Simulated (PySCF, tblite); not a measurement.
# C5H14SSi2: geometry, infrared bands and NMR shifts

What infrared bands and NMR shifts should C5H14SSi2 (`CS[SiH2][C@H]1CC[SiH2]C1`) show?

Programs: tblite 0.8.0 and PySCF 2.14.0, with density-fitted response routines of our own. Each step states its level of theory. These are calculated values for one molecule in the gas phase, unless marked as measured. Atoms count from 0, in the outputs and in this text.

**1. The molecule as given**

22 atoms, charge 0, multiplicity 1; geometry from: force field or distance geometry start.

Bonds of the start (Å): C0–S1 1.81, S1–Si2 2.11, Si2–C3 1.87, C3–C4 1.46, C4–C5 1.47, C5–Si6 1.85, Si6–C7 1.88, C7–C3 1.50, C0–H8 1.12, C0–H9 1.12, C0–H10 1.12, Si2–H11 1.48, Si2–H12 1.47, C3–H13 1.11, C4–H14 1.12, C4–H15 1.12, C5–H16 1.13, C5–H17 1.10, Si6–H18 1.46, Si6–H19 1.47, C7–H20 1.10, C7–H21 1.11.

**2. Geometry optimisation with GFN2-xTB**

The job: settings as JSON, then the geometry in Å.

```
{"job": {"kind": "relax", "xc": "GFN2-xTB", "basis": "xTB"}, "charge": 0, "multiplicity": 1}
C     -4.214500    -0.651900     0.741000
S     -2.472100    -1.109700     0.897100
Si    -1.292600     0.143100    -0.324700
C      0.499100    -0.376800    -0.466700
C      1.139600     0.727700    -1.166800
C      2.576700     0.865200    -0.910600
Si     2.877000    -0.166600     0.601300
C      1.075300    -0.593600     0.899800
H     -4.317600     0.461900     0.724000
H     -4.682300    -1.082500    -0.175700
H     -4.803900    -1.058600     1.597800
H     -1.358800     1.570300     0.057700
H     -1.844200     0.080400    -1.690100
H      0.482700    -1.357500    -0.996900
H      0.898300     0.615700    -2.259700
H      0.622000     1.676500    -0.858900
H      2.774800     1.929700    -0.600100
H      3.263400     0.653200    -1.740700
H      3.665300    -1.358400     0.292000
H      3.414600     0.592100     1.740700
H      0.626000     0.110300     1.616300
H      1.060900    -1.651200     1.220600
```

Started as:

```console
$ OMP_NUM_THREADS=1 python probes_run.py task.json out
```

The driver reads the jobs from task.json and runs them one after another.

**Question.** This job is followed by: GFN2-xTB harmonic vibrations, gas phase; GIAO PBE0/pcSseg-1 NMR shielding, non-relativistic, gas phase. Predict these results of the whole session: strongest single infrared mode (GFN2-xTB); zero-point energy (GFN2-xTB); 13C shifts against TMS (PBE0/pcSseg-1); 1H shifts against TMS (PBE0/pcSseg-1, means over atoms taken as alike); 33S shifts against CS2 (PBE0/pcSseg-1); 29Si shifts against TMS (PBE0/pcSseg-1).

The runs gave:

| quantity | value |
| --- | --- |
| strongest single infrared mode (GFN2-xTB) | 2245 cm⁻¹, 499 km/mol |
| zero-point energy (GFN2-xTB) | 107.9 kcal/mol |
| 13C shifts against TMS (PBE0/pcSseg-1) | 33.9, 28.5, 14.3, 14.2, 12.2 ppm |
| 1H shifts against TMS (PBE0/pcSseg-1, means over atoms taken as alike) | 4.85, 4.48, 4.21, 4.19, 2.17, 2.04, 1.32, 1.16, 0.97, 0.86, 0.84, 0.55 ppm |
| 33S shifts against CS2 (PBE0/pcSseg-1) | -224 ppm |
| 29Si shifts against TMS (PBE0/pcSseg-1) | -11.0, -32.7 ppm |

What this shows: Relaxing lowered the energy by 0.946 eV in 132 steps; the close pair that moved most is C3–C4, from 1.456 to 1.527 Å. All 60 modes are real, so the xTB geometry is a minimum. The strongest single mode, at 2245 cm⁻¹, moves mainly H19. Unscaled tight-binding wavenumbers are off by several per cent, some by more. Its intensities can rank the bands wrongly. At PBE0/pcSseg-1: The widest tensor belongs to S1: span 286 ppm, with a paramagnetic part of -334 ppm.
